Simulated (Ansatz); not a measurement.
**Cs2AlInCl6 (Fm-3m): single point from a Python script**

What energy and properties does Cs2AlInCl6 (Fm-3m) have at the given structure? The task is a single point, for Cs2AlInCl6 (Fm-3m).

Computed with Ansatz 0.2.0, driven from Python. Level of theory: DFT r2SCAN, plane waves, PAW.

## (1) Starting point

It takes space group Fm-3m (No. 225, cubic). Conventional cell: a = 10.878 Å, b = 10.878 Å, c = 10.878 Å, α = 90.00°, β = 90.00°, γ = 90.00°. Around Cs (site symmetry -43m) lie 12 Cl at 3.86 Å. Al (site symmetry m-3m) is surrounded by 6 Cl at 2.36 Å. In (site symmetry m-3m) is surrounded by 6 Cl at 3.08 Å. Cl (site symmetry 4mm) is surrounded by 1 Al at 2.36 Å and 1 In at 3.08 Å.

No structure file is read: the coordinates are typed or built in the script.

## (2) Script

File cs2alincl6_scf.py:

```python
from collections import Counter
from pathlib import Path

import ansatz as az
import matplotlib.pyplot as plt
import numpy as np
from pymatgen.core import Lattice, Structure
from pymatgen.core import Structure
from pymatgen.io.ase import AseAtomsAdaptor

pmg_structure = Structure(
    Lattice([[0.0, 5.439, 5.439], [5.439, 0.0, 5.439], [5.439, 5.439, 0.0]]),
    ["Cs", "Cs", "Al", "In", "Cl", "Cl", "Cl", "Cl", "Cl", "Cl"],
    [
        [0.75, 0.75, 0.75],
        [0.25, 0.25, 0.25],
        [0.0, 0.0, 0.0],
        [0.5, 0.5, 0.5],
        [0.78297, 0.21703, 0.21703],
        [0.21703, 0.21703, 0.78297],
        [0.21703, 0.78297, 0.78297],
        [0.21703, 0.78297, 0.21703],
        [0.78297, 0.21703, 0.78297],
        [0.78297, 0.78297, 0.21703],
    ],
)
crystal = az.Crystal.from_ase(AseAtomsAdaptor.get_atoms(pmg_structure))

model = (
    crystal.calculation()
    .functional(az.Functional.R2SCAN)
    .kpoints(3, center="gamma")
    .occupations("Fixed")
    .compute(band_table=True, density=True, potential=True, electron_localization_function=True, output_files={"volumetric_format": "npy"}, forces=True)
)
done = model.run(threads=1, backend="cpu")
rep = done.report

for key in ("converged", "n_iterations", "n_electrons", "n_kpoints", "n_pw", "n_symmetry_ops", "free_energy_ev", "fermi_energy_ev"):
    print(f"{key:18s} {rep[key]}")

levels = np.array(rep["eigenvalues_ev"])
filled = round(rep["n_electrons"] / 2)
top, bottom = levels[:, filled - 1], levels[:, filled]
print("top of band", filled, "at k =", rep["kpoints_frac"][top.argmax()], f"{top.max():.4f} eV")
print("bottom of band", filled + 1, "at k =", rep["kpoints_frac"][bottom.argmin()], f"{bottom.min():.4f} eV")
print(f"gap by band count {bottom.min() - top.max():.3f} eV, least direct gap {(bottom - top).min():.3f} eV")

folder = Path(done.write_results("fields"))
print("densities in e/A^3, potentials in eV, ELF without unit")
for name in sorted(p.name for p in folder.glob("*.npy")):
    field = np.load(folder / name)
    print(f"{name:16s} {str(field.shape):16s} min {field.min():10.4f}  mean {field.mean():10.4f}  max {field.max():10.4f}")

field = sum(channel.density_e_per_ang3 for channel in done.density().channels[:2])
fig, ax = plt.subplots(figsize=(4, 3.4))
shown = ax.imshow(np.log10(np.clip(field[:, :, 0].T, 1e-3, None)), origin="lower", extent=(0, 1, 0, 1))
fig.colorbar(shown, label="log10 density (e/A^3)")
ax.set(xlabel="fraction of grid vector 1", ylabel="fraction of grid vector 2")
fig.savefig("density_plane.png", dpi=100)
print(f"plane through the origin: {field[:, :, 0].min():.4f} to {field[:, :, 0].max():.4f} e/A^3")

print("forces (eV/A)")
for site, force in zip(done.lattice.sites, rep["forces_ev_ang"]):
    print(f"  {site.symbol:2s} {force[0]:9.4f} {force[1]:9.4f} {force[2]:9.4f}")

final = Structure(done.lattice.cell_ang, [s.symbol for s in done.lattice.sites], [s.position_frac for s in done.lattice.sites])
shortest = {}
for site, neighbours in zip(final, final.get_all_neighbors(5.0)):
    for other in neighbours:
        pair = "-".join(sorted((site.specie.symbol, other.specie.symbol)))
        shortest[pair] = min(shortest.get(pair, 9e9), other.nn_distance)
for pair, distance in sorted(shortest.items(), key=lambda item: item[1]):
    print(f"shortest {pair:6s} {distance:.4f} A")
```

## (3) The run

Command:

```
$ python cs2alincl6_scf.py
```

Without the output at hand: what should come out? Wanted: free energy; gap on the mesh; largest force; highest ELF outside the cores.

**Answer**, as computed:

```
                     quantity                                value
                  free energy  -24043.8318 eV (-2404.3832 eV/atom)
              gap on the mesh                              3.67 eV
                largest force                           0.077 eV/Å
highest ELF outside the cores         0.89, in the shell around Cl
```

In words: On the mesh the gap is 3.67 eV; the true edges may lie between its points. No spin-orbit coupling was included, so the levels of the heavy atoms aren't split. Forces reach 0.08 eV/Å, so the atoms aren't at rest. Reading the output:
- Along an axis with an odd division the mesh misses the point at one half; a gap read on a finite mesh is an upper bound on this functional's gap.
- An absolute Fermi energy rests on an arbitrary zero of the periodic potential and has no direct meaning.
- Grid values close to the nuclei reflect the PAW or pseudopotential construction, not the all-electron fields.
- The structure comes from a database of computed cells and needn't be a stable or known phase.
- Gaps and levels are Kohn-Sham values on a finite set of k-points, without spin-orbit coupling.
